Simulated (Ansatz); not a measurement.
**C₃H₂F₄: up Jacob's ladder to CCSD(T)**

One table from this session's results is given with a row withheld; the runs are named, their logs left out.

Computed with Ansatz 0.2.0, Gaussian basis. Level: functionals in def2-TZVPP, the program's frozen cores in correlated methods.

Levels to be run: LDA (SPW92), PBE-D4, revPBE-D4, BLYP-D4, r2SCAN-D4, B97M-V, PBE0-D4, B3LYP-D4, r2SCANh-D4, r2SCAN0-D4, HSE06-D4, BHLYP-D4, CAM-B3LYP-D4, LC-ωPBE, ωB97X-V, ωB97M-V, B2PLYP, PBE-QIDH; CCSD(T)/def2-SVP; CCSD(T)/def2-TZVPP; MP2/def2-QZVPP; extrapolation to the limit; RPA on PBE.

**Structure used throughout**

All runs share one geometry, relaxed beforehand with PBE0-D4 in a triple-zeta def2 set.

SMILES `FC(F)=CC(F)F`, 9 atoms, charge 0, spin multiplicity 1.

Atoms are counted from 1 here; the program's logs count them from 0.

Bond lengths: F1–C2 1.310 Å, C2–F3 1.307 Å, C2–C4 1.319 Å, C4–C5 1.480 Å, C4–H8 1.081 Å, C5–F6 1.360 Å, C5–F7 1.360 Å, C5–H9 1.093 Å. Angles: F1–C2–F3 110.1°, F1–C2–C4 125.4°, F3–C2–C4 124.5°, C2–C4–C5 122.4°, C2–C4–H8 118.9°, C5–C4–H8 118.7°, C4–C5–F6 110.1°, C4–C5–F7 110.1°, C4–C5–H9 113.6°, F6–C5–F7 106.4°, F6–C5–H9 108.1°, F7–C5–H9 108.1°.

Set-up of the first run:

in.yaml

```yaml
crystal:
  periodic: [false, false, false]
  atoms:
    - {symbol: F, position_ang: [1.037363, -1.514971, 0.948503]}
    - {symbol: C, position_ang: [0.153486, -1.353724, -0.005437]}
    - {symbol: F, position_ang: [-0.178408, -2.512584, -0.510216]}
    - {symbol: C, position_ang: [-0.335720, -0.196373, -0.405258]}
    - {symbol: C, position_ang: [0.074670, 1.090061, 0.200789]}
    - {symbol: F, position_ang: [-1.009538, 1.734244, 0.710576]}
    - {symbol: F, position_ang: [0.597287, 1.909926, -0.750585]}
    - {symbol: H, position_ang: [-1.063355, -0.184492, -1.204735]}
    - {symbol: H, position_ang: [0.812614, 0.981514, 0.999266]}
basis:
  gaussian: {orbitals: def2-TZVPP}
hamiltonian: {xc: lda}
output: {orbitals: {seedname: orbitals}}
```

Run with:

```console
> ansatz run in.yaml --threads 4 --pin off --events-out ev --progress --plain --max-ram 10444MiB
```

Steps of the session up to this table: LDA; PBE-D4 (GGA); revPBE-D4 (GGA); BLYP-D4 (GGA); r2SCAN-D4 (meta-GGA); B97M-V (meta-GGA); B3LYP-D4 (hybrid); r2SCANh-D4 (hybrid); r2SCAN0-D4 (hybrid); HSE06-D4 (hybrid); BHLYP-D4 (hybrid); CAM-B3LYP-D4 (range-separated); LC-ωPBE (range-separated); ωB97X-V (range-separated); ωB97M-V (range-separated); B2PLYP (double hybrid); PBE-QIDH (double hybrid).

One of the session's tables, all rows but one given; the rest of the session is left out.

It belongs to the step «Orbital energies across the functionals». 

| functional | HOMO (eV) | gap (eV) |
| --- | --- | --- |
| LDA (SPW92) | -7.23 | 5.63 |
| PBE-D4 | -6.98 | 5.70 |
| revPBE-D4 | ? | ? |
| BLYP-D4 | -6.88 | 5.68 |
| r2SCAN-D4 | -7.27 | 6.22 |
| B97M-V | -7.32 | 6.40 |
| PBE0-D4 | -8.36 | 8.12 |
| B3LYP-D4 | -8.15 | 7.61 |
| r2SCANh-D4 | -7.78 | 7.11 |
| r2SCAN0-D4 | -8.55 | 8.45 |
| HSE06-D4 | -7.96 | 7.33 |
| BHLYP-D4 | -9.62 | 10.52 |
| CAM-B3LYP-D4 | -9.79 | 10.68 |
| LC-ωPBE | -11.13 | 13.28 |
| ωB97X-V | -10.74 | 12.85 |
| ωB97M-V | -10.64 | 12.66 |

**Question.** Estimate the row for revPBE-D4.

The run gave: HOMO (eV): -6.89; gap (eV): 5.74. In the column «HOMO (eV)» it lies between PBE-D4 (-6.98) and BLYP-D4 (-6.88).
